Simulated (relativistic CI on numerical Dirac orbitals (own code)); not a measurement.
**Sn VI (Sn⁵⁺): levels and lines**

The task is the spectrum of Sn⁵⁺: levels, purity of their labels, lifetimes and lines; runs with one setting changed show what the result hangs on. Configuration energies are shifted onto measured levels.

The numbers are computed with relativistic CI on numerical Dirac orbitals (own code) version 4 (Dirac-Coulomb-Breit CI, KLI orbitals optimised for each configuration, model QED (radiative potential, 1s self-energy scaled to tabulated hydrogen-like ionisation energies), valence Slater integrals scaled by 0.9, configuration energies shifted to the measured levels that pair with them (semi-empirical)), except any that are marked as measured or tabulated.

### Step 1. What is computed

| Quantity | Value |
| --- | --- |
| ion | Sn⁵⁺ (Sn VI) |
| nuclear charge | 50 |
| electrons | 45 |
| isotope | A = 120 |
| first configuration typed | [Kr] 4d9 |

The outer shells:

first configuration typed
```
[Kr] core
4d [↑↓][↑↓][↑↓][↑↓][↑ ]
```

### Step 2. CI with the chosen configurations

Settings, as recorded:

```ini
atom Sn  Z=50  charge=5  electrons=45
nucleus A=120  rms_radius_fm=4.6519
hamiltonian dirac-coulomb  breit=on  qed=on  c_scale=1
orbitals kli  potential=per-configuration
slater_scale 0.9
correlation fit
mixing on
configurations
  [Kr] 4d9
  [Kr] 4d8 5s
  [Kr] 4d8 5p
  [Kr] 4d8 5d
  [Kr] 4d8 4f
  [Ar] 3d10 4s2 4p5 4d10
  [Kr] 4d7 4f2
  [Kr] 4d8 6s
  [Kr] 4d7 5s2
  [Kr] 4d8 6p
  [Kr] 4d8 5f
  [Kr] 4d8 6d
  [Kr] 4d7 5s 5p
  [Ar] 3d10 4s 4p6 4d10
  [Kr] 4d8 5g
  [Kr] 4d8 6f
  [Ar] 3d10 4s2 4p5 4d9 4f
  [Kr] 4d7 5p2
  [Kr] 4d7 5s 5d
  [Kr] 4d7 4f 5s
  [Kr] 4d7 5p 5d
  [Ar] 3d10 4s2 4p5 4d9 5s
  [Kr] 4d7 4f 5p
  [Ar] 3d10 4s 4p6 4d9 4f
end
```

Run with:

```
$ python run_levels.py task.json out
```

task.json lists these runs, among others, and the program works through them in turn.

### Step 4. Slater integrals scaled by 0.8

Settings: those of step 2 with these lines changed.

```diff
@@ -4,3 +4,3 @@
 orbitals kli  potential=per-configuration
-slater_scale 0.9
+slater_scale 0.8
 correlation fit
```

### Step 5. Slater integrals scaled by 1

Settings: those of step 4 with these lines changed.

```diff
@@ -4,3 +4,3 @@
 orbitals kli  potential=per-configuration
-slater_scale 0.8
+slater_scale 1
 correlation fit
```

(Steps that only read results are left out.)

Q: Predict the outcome of this session. Wanted: lowest level; first excitation; lowest level of the other parity; fastest E1 line; mean error of paired levels.

**Answer**, as computed:

| run | time | mean size of shift, levels followed (cm⁻¹) | lowest level | mean error to measured (cm⁻¹) |
| --- | --- | --- | --- | --- |
| main run | 8.8 s | 0 | 4d9 2D5/2 | 709 |
| Slater integrals scaled by 0.8 | 14 s | 842 | 4d9 2D5/2 | 635 |
| Slater integrals scaled by 1 | 19 s | 1036 | 4d9 2D5/2 | - |

| quantity | value |
| --- | --- |
| lowest level | 4d9 2D5/2 |
| first excitation | 4d9 2D3/2, 8577.9 cm⁻¹ |
| lowest level of the other parity | 4d8 5p 4D°7/2, 303035 cm⁻¹ |
| levels in the model | 5262 |
| fastest E1 line (by rate) to the lowest level among the lowest 400 of 5262 levels | 19.23 nm, from 4d8 4f 2F°7/2 + 4d8 6p 4G° (iii) |
| mean error of paired levels | 709 cm⁻¹ over 35 |

What this shows: 4d9 2D5/2 comes out lowest; its LS label holds 98 % and its jj label 98 %; over the low levels the means are 78 and 72 %, so they are in intermediate coupling. The largest mover is «Slater integrals scaled by 1» (1036 cm⁻¹ on average). The run «Slater integrals scaled by 0.8» comes nearer the measured levels than the main run (635 against 709 cm⁻¹). The configurations are shifted onto measured levels, so the match to them is no test; configurations with no paired level borrow a shift and can be far off. Lifetimes count radiative decay inside the model alone.
